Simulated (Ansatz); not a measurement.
# CGa: the cost of one run

Method: def2-QZVPP, all electrons in the functionals; program: Ansatz 0.2.0, Gaussian basis.

The runs, in order: PBE, BLYP, r2SCAN, B97M-V, PBE0, B3LYP, wB97M-V, at charge 0, doublet; charge 0, quartet; charge 1, singlet; charge 1, triplet.

8 further runs of the same task are left out: 8 set aside as unsound or not needed.

**1. What is computed**

The geometry is a PBE0/def2-TZVP stationary point (not a proven minimum). No spin-orbit coupling is included. The filled d shell of Ga may be among the frozen orbitals whatever the setting's name suggests; the logs give the count.

2 atoms, charge 0, spin multiplicity 2.

Atoms are counted from 1 here; the program's logs count them from 0.

Bond lengths: C1–Ga2 1.987 Å.

As a file:

```xyz
2
charge 0, multiplicity 2
C     0.0000    0.0000    0.0000
Ga    0.0000    0.0000    1.9874
```

No dispersion term is added; B97M-V, wB97M-V hold VV10 nonlocal correlation. B3LYP takes the VWN-RPA correlation.

The geometry shown and the zero of energy belong to the point charge 0, doublet. The yardstick, RCCSD(T), and other wave-function levels (R restricted, U unrestricted, valence and pair active spaces) come from earlier runs.

**2. PBE, charge 0, doublet**

The input, in.yaml:

```yaml
crystal:
  periodic: [false, false, false]
  atoms:
    - {symbol: C, position_ang: [0.000000, 0.000000, 0.000000]}
    - {symbol: Ga, position_ang: [0.000000, 0.000000, 1.987400]}
basis:
  gaussian: {orbitals: "def2-QZVPP.json"}
magnetization: {spin_polarized: true, initial_magnetization: 1}
hamiltonian: {xc: {name: PBE}}
output: {orbitals: {seedname: orbitals}}
```

Run with:

```
$ ansatz run in.yaml --threads 1 --pin off --events-out ev --progress --plain --max-ram 2393MiB
```

Q: Estimate wall time and peak memory on 1 thread of Arm Neoverse V1, shared host.

About 37 s, with a peak of 0.27 GiB.
